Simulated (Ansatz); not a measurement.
BFH₄SSi, SMILES FB([SiH3])S, vertical spin-state energies

Computed with the Ansatz DFT code, driven from Python.

Interactive session:
```pycon
>>> import ansatz as az
>>> geometry_ang = [
...     ('F', [-1.5234, -0.1639, 1.5053]),
...     ('B', [-0.7514, -0.3554, 0.33]),
...     ('Si', [0.4971, 0.9919, -0.2528]),
...     ('S', [-0.8311, -1.9531, -0.6304]),
...     ('H', [0.2095, 1.4129, -1.6253]),
...     ('H', [0.4645, 2.1613, 0.6671]),
...     ('H', [1.9103, 0.4193, -0.2065]),
...     ('H', [0.1168, -2.57, 0.1568]),
... ]
>>> geometry = az.Crystal.molecule()
>>> for symbol, xyz in geometry_ang:
...     geometry = geometry.atom(symbol, xyz)
...
>>> model = (
...     geometry.calculation()
...     .basis(gaussian='def2-SVP')
...     .functional('B3LYP')
... )
>>> found = {}
>>> for unpaired in [0, 2]:
...     data = model.spin('collinear', total=unpaired).run().report
...     s = unpaired / 2
...     found[unpaired] = data['free_energy_ev']
...     print(f'2S+1 = {unpaired + 1}: E = {found[unpaired]:.5f} eV, <S^2> = {abs(data["mean_field"]["state"]["spin_squared"]):.3f} (pure state {s * (s + 1):.2f})')
...
2S+1 = 1: E = -22165.02522 eV, <S^2> = 0.000 (pure state 0.00)
2S+1 = 3: E = -22161.76001 eV, <S^2> = 2.006 (pure state 2.00)
>>> lowest = min(found, key=found.get)
>>> for unpaired, e in found.items():
...     print(f'multiplicity {unpaired + 1}: {(e - found[lowest]):.3f} eV above the lowest')
...
multiplicity 1: 0.000 eV above the lowest
multiplicity 3: 3.265 eV above the lowest
```

In order: multiplicity 1 (+0.00 eV) and multiplicity 3 (+3.27 eV), all at the one geometry.

Reading the output:
- The settings weren't tested for convergence.
- The geometry is a force-field or estimated start, not a minimum of this method, and the basis set is short of its limit. All parts are taken at fixed geometry, without zero-point energy.
- b3lyp holds the VWN-RPA fit, as in Gaussian; the form of ORCA and Turbomole is b3lyp5.
- It ran for 9.8 s on 1 thread of Arm Neoverse V2, with other jobs on the host, peak memory 0.27 GiB.

(Lines on the test bed's own set-up are left out of the output.)
